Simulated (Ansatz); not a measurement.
TiAl, space group P4/mmm, a report of symmetry and cells

With Ansatz 0.2.0 through its Python package.

Typed at the interpreter:
```pycon
>>> import ansatz
>>> import numpy as np
>>> xtal = (
...     ansatz.Lattice.from_parameters(2.8373, 2.8373, 4.0591, alpha=90, beta=90, gamma=90)
...     .space_group(123, hermann_mauguin="P4/mmm")
...     .atom("Ti", (0.0, 0.0, 0.0))
...     .atom("Al", (0.5, 0.5, 0.5))
... )
>>> xtal.resolved().tree()["lattice"]
((2.8373, 0.0, 0.0), (1.7373451816103925e-16, 2.8373, 0.0), (2.485481911209511e-16, 2.485481911209511e-16, 4.0591))
>>> read = xtal.crystallographic_orbits()
>>> print("group", read["space_group"], read["hermann_mauguin"], "conventional content", read["formula"])
group 123 P4/mmm conventional content Ti1Al1
>>> print("orbits:", [orbit["symbol"] + " " + str(orbit["wyckoff"]) for orbit in read["orbits"]])
orbits: ['Ti 1a', 'Al 1d']
>>> for pair in read["least_distances"]:
...     print(f"  shortest {pair['first']}-{pair['second']}: {pair['distance_ang']:.3f} A")
...
  shortest Ti-Ti: 2.837 A
  shortest Ti-Al: 2.854 A
  shortest Al-Al: 2.837 A
>>> print("atoms in the primitive and conventional cells:", len(xtal.primitive().resolved().sites), len(xtal.conventional().resolved().sites))
atoms in the primitive and conventional cells: 2 2
>>> built = xtal.resolved()
>>> vectors = np.array(built.lattice.vectors)
>>> print("cell vectors (A)")
cell vectors (A)
>>> print(vectors.round(4) + 0.0)
[[2.8373 0.     0.    ]
 [0.     2.8373 0.    ]
 [0.     0.     4.0591]]
>>> for index, site in enumerate(built.sites):
...     print(index, site.symbol, np.round(site.position, 4) + 0.0)
...
0 Ti [0. 0. 0.]
1 Al [0.5 0.5 0.5]
>>> try:
...     print({label: tuple(round(v, 4) for v in k) for label, k in ansatz.high_symmetry_points(vectors.tolist()).items()})
... except Exception as error:
...     print("no labels:", error)
...
{'A': (0.5, 0.5, 0.5), 'M': (0.5, 0.5, 0.0), 'R': (0.0, 0.5, 0.5), 'X': (0.0, 0.5, 0.0), 'Z': (0.0, 0.0, 0.5), 'Γ': (0.0, 0.0, 0.0)}
```
